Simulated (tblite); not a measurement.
# C5H8B2Cl2: the cost of one run

The runs use tblite 0.8.0 and PySCF 2.14.0, with density-fitted response routines of our own; the level of theory stands in each step. All values are computed, except where a source is named. Atoms count from 0, in the outputs and in this text.

**1. Starting geometry**

17 atoms, charge 0, multiplicity 1; geometry from: force field or distance geometry start.

Bonds of the start (Å): B0–C1 1.58, C1–C2 1.55, C2–C3 1.47, C3–C4 1.32, C4–B5 1.57, B5–Cl6 1.85, B5–Cl7 1.85, C4–C8 1.49, C8–C1 1.55, B0–H9 1.18, B0–H10 1.19, C1–H11 1.12, C2–H12 1.12, C2–H13 1.11, C3–H14 1.10, C8–H15 1.11, C8–H16 1.10.

**2. Relaxing the molecule with GFN2-xTB**

Job settings and geometry (Å):

```
{"job": {"kind": "relax", "xc": "GFN2-xTB", "basis": "xTB"}, "charge": 0, "multiplicity": 1}
B     -1.738100     0.866400    -1.630700
C     -1.044400    -0.161400    -0.644100
C     -1.223200     0.198800     0.848400
C      0.099900    -0.041100     1.444700
C      1.029700    -0.295200     0.547500
B      2.544100    -0.549400     0.866800
Cl     3.156300    -0.563400     2.610200
Cl     3.763900    -0.830200    -0.491100
C      0.485400    -0.256200    -0.843000
H     -1.439400     2.008000    -1.617300
H     -2.585400     0.494800    -2.378500
H     -1.486100    -1.174600    -0.810200
H     -1.500700     1.274800     1.002300
H     -1.997500    -0.443600     1.318400
H      0.287800     0.017100     2.522600
H      0.889100     0.639500    -1.356600
H      0.751800    -1.172300    -1.399300
```

Launch:

```bash
> OMP_NUM_THREADS=1 python probes_run.py task.json out
```

The driver reads the jobs from task.json and runs them one after another.

**Question.** How long does this first job take on 1 thread of Arm Neoverse V2, shared host, and how much memory does it need?

About 1 s, with a peak of 0.18 GiB.
